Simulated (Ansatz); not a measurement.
# TaF3: the cost of one run

Method: DFT r²SCAN+U (U_eff = 2.5 eV on Ta d, around-mean-field double counting), plane waves, PAW, no spin–orbit coupling unless a run says so, in Ansatz 0.2.0.

## 1. The system as given

Symmetry: Pm-3m, No. 221, cubic system. Conventional cell: a = 3.901 Å, b = 3.901 Å, c = 3.901 Å, α = 90.00°, β = 90.00°, γ = 90.00°. Ta (site symmetry m-3m) is surrounded by 6 F at 1.95 Å. F (site symmetry 4/mmm) is surrounded by 2 Ta at 1.95 Å.

Coordinates:

```xyz
8
Lattice="3.9012 0.0000 0.0000 0.0000 3.9012 0.0000 0.0000 0.0000 7.8024" Properties=species:S:1:pos:R:3 pbc="T T T"
Ta    0.0000    0.0000    0.0000
F     1.9506    0.0000    0.0000
F     0.0000    1.9506    0.0000
F     0.0000    0.0000    1.9506
Ta    0.0000    0.0000    3.9012
F     1.9506    0.0000    3.9012
F     0.0000    1.9506    3.9012
F     0.0000    0.0000    5.8518
```

Magnetic order typed: antiferromagnetic, doubled cell 0 0 1/2.

An earlier series on this cell reached its lowest free state from «random orbitals: drawn by pairs, first filling», perhaps among other starts.

## 2. Random orbitals: single harmonics, second filling

File input.yaml:

```yaml
crystal:
  lattice:
    - [3.90120059, 0.0, 0.0]
    - [0.0, 3.90120059, 0.0]
    - [0.0, 0.0, 7.80240118]
  atoms:
    - { symbol: Ta, position: [0.0, 0.0, 0.0], spin: 0.3 }
    - { symbol: F, position: [0.5, 0.0, 0.0] }
    - { symbol: F, position: [0.0, 0.5, 0.0] }
    - { symbol: F, position: [0.0, 0.0, 0.25] }
    - { symbol: Ta, position: [0.0, 0.0, 0.5], spin: -0.3 }
    - { symbol: F, position: [0.5, 0.0, 0.5] }
    - { symbol: F, position: [0.0, 0.5, 0.5] }
    - { symbol: F, position: [0.0, 0.0, 0.75] }
basis:
  ecutwfc: 500
  ecutrho_ratio: 4
kpoints:
  mp_grid: { grid: [5, 5, 3] }
hamiltonian:
  xc: r2scan
  hubbard:
    sites:
      - { site: 0, l: d, u_eff: 2.5, starting_ns: [{ spin: up, occupation_matrix: s0up }, { spin: down, occupation_matrix: s0down }] }
      - { site: 4, l: d, u_eff: 2.5, starting_ns: [{ spin: up, occupation_matrix: s4up }, { spin: down, occupation_matrix: s4down }] }
    double_counting: amf
    occupation_matrices:
      s0up:
        matrix:
          - [0.02, 0.0, 0.0, 0.0, 0.0]
          - [0.0, 0.02, 0.0, 0.0, 0.0]
          - [0.0, 0.0, 0.97, 0.0, 0.0]
          - [0.0, 0.0, 0.0, 0.02, 0.0]
          - [0.0, 0.0, 0.0, 0.0, 0.02]
      s0down:
        matrix:
          - [0.02, 0.0, 0.0, 0.0, 0.0]
          - [0.0, 0.02, 0.0, 0.0, 0.0]
          - [0.0, 0.0, 0.02, 0.0, 0.0]
          - [0.0, 0.0, 0.0, 0.97, 0.0]
          - [0.0, 0.0, 0.0, 0.0, 0.02]
      s4up:
        matrix:
          - [0.02, 0.0, 0.0, 0.0, 0.0]
          - [0.0, 0.02, 0.0, 0.0, 0.0]
          - [0.0, 0.0, 0.02, 0.0, 0.0]
          - [0.0, 0.0, 0.0, 0.97, 0.0]
          - [0.0, 0.0, 0.0, 0.0, 0.02]
      s4down:
        matrix:
          - [0.02, 0.0, 0.0, 0.0, 0.0]
          - [0.0, 0.02, 0.0, 0.0, 0.0]
          - [0.0, 0.0, 0.02, 0.0, 0.0]
          - [0.0, 0.0, 0.0, 0.97, 0.0]
          - [0.0, 0.0, 0.0, 0.0, 0.02]
    ns_hold: { iters: 12 }
scf:
  occupations: { method: gaussian, width: 0.05 }
  lower_state_search: "off"
  max_iter: 150
output:
  forces: true
  stress: true
  eigenvalues: true
  populations: true
  hubbard: { sites: [{ site: 0, l: d }, { site: 4, l: d }] }
magnetization:
  spin_polarized: true
```

The typed matrices put 0.97 on the chosen orbitals and 0.02 on the others, and are held for 12 cycles.

Command:

```sh
ansatz run input.yaml --threads 8 --pin off --max-ram 12288MiB --backend cpu --events-out ev --progress --plain --runs-dir out
```

**Question.** How long does this run take on 8 threads of Arm Neoverse V2, shared host, and how much memory does it need?

About 12 s, with a peak of 0.95 GiB.
